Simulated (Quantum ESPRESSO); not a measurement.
Set up this calculation in Quantum ESPRESSO 7.5, as the native input.

```
Task                        : relaxation of cell and atoms
Functional                  : LDA
Potentials or basis         : GBRV 1.5 LDA
Cutoff                      : 612 eV
Density cutoff              : 4898 eV
k mesh                      : 24 × 24 × 24
Occupations                 : gaussian, width 0.1 eV
Spin                        : no spin polarisation
Target pressure             : 60 GPa
Form of the LDA correlation : PZ81
Mixing beta                 : 0.5
Most SCF iterations         : 120
SCF threshold               : 2e-10 Ry
Most ionic steps            : 40
Forc conv thr               : 0.0004 Ry/bohr
Etot conv thr               : 1e-05 Ry
Ion dynamics                : bfgs
Cell dynamics               : bfgs
Press conv thr              : 0.3 kbar
```

Hf:

```
Hf
1.0
    -1.72500    1.72500    1.72500
     1.72500   -1.72500    1.72500
     1.72500    1.72500   -1.72500
Hf
1
Direct
  0.00000 0.00000 0.00000
```

This isn't the form of Hf at room conditions, which is hcp.

One way to write it, as run:

pw.in

```
&CONTROL
  calculation = 'vc-relax'
  prefix = 'pwscf'
  outdir = './tmp'
  pseudo_dir = './pseudo'
  tprnfor = .true.
  tstress = .true.
  disk_io = 'low'
  nstep = 40
  forc_conv_thr = 0.0004
  etot_conv_thr = 1d-05
/
&SYSTEM
  ibrav = 0
  nat = 1
  ntyp = 1
  ecutwfc = 45
  ecutrho = 360
  nbnd = 12
  occupations = 'smearing'
  smearing = 'gaussian'
  degauss = 0.00734986
/
&ELECTRONS
  conv_thr = 2d-10
  electron_maxstep = 120
  mixing_beta = 0.5
/
&IONS
  ion_dynamics = 'bfgs'
/
&CELL
  cell_dynamics = 'bfgs'
  press = 600
  press_conv_thr = 0.3
/
ATOMIC_SPECIES
Hf   178.4900 hf_lda_v1.uspp.F.UPF
CELL_PARAMETERS angstrom
  -1.7250000000    1.7250000000    1.7250000000
   1.7250000000   -1.7250000000    1.7250000000
   1.7250000000    1.7250000000   -1.7250000000
ATOMIC_POSITIONS crystal
Hf     0.0000000000    0.0000000000    0.0000000000
K_POINTS automatic
24 24 24 0 0 0
```

Potentials or basis: GBRV 1.5 LDA.

The run is started by

```bash
$ OMP_NUM_THREADS=1 pw.x -in pw.in > pw.out
```

It gave:

- Relaxed volume: 14.97 Å³/atom
- Relaxed cell: a = 2.689 Å, b = 2.689 Å, c = 2.689 Å, α = 109.47°, β = 109.47°, γ = 109.47°
- Space group after relaxing (to 0.05 Å): Im-3m (No. 229)
- Energy change on relaxing (the enthalpy is what falls): +821.8 meV/atom
- Ionic steps: 5
- Pressure after relaxing: 59.5 GPa
- Band gap on the k mesh: none (metal or under the smearing width)

Caveat: the volume moved by over 15 % at a fixed basis, so the end points are rough.

It took 3.4 min on 1 thread of Intel(R) Xeon(R) Platinum 8375C CPU @ 2.90GHz (Ice Lake), on a shared host, peak memory 0.2 GiB.
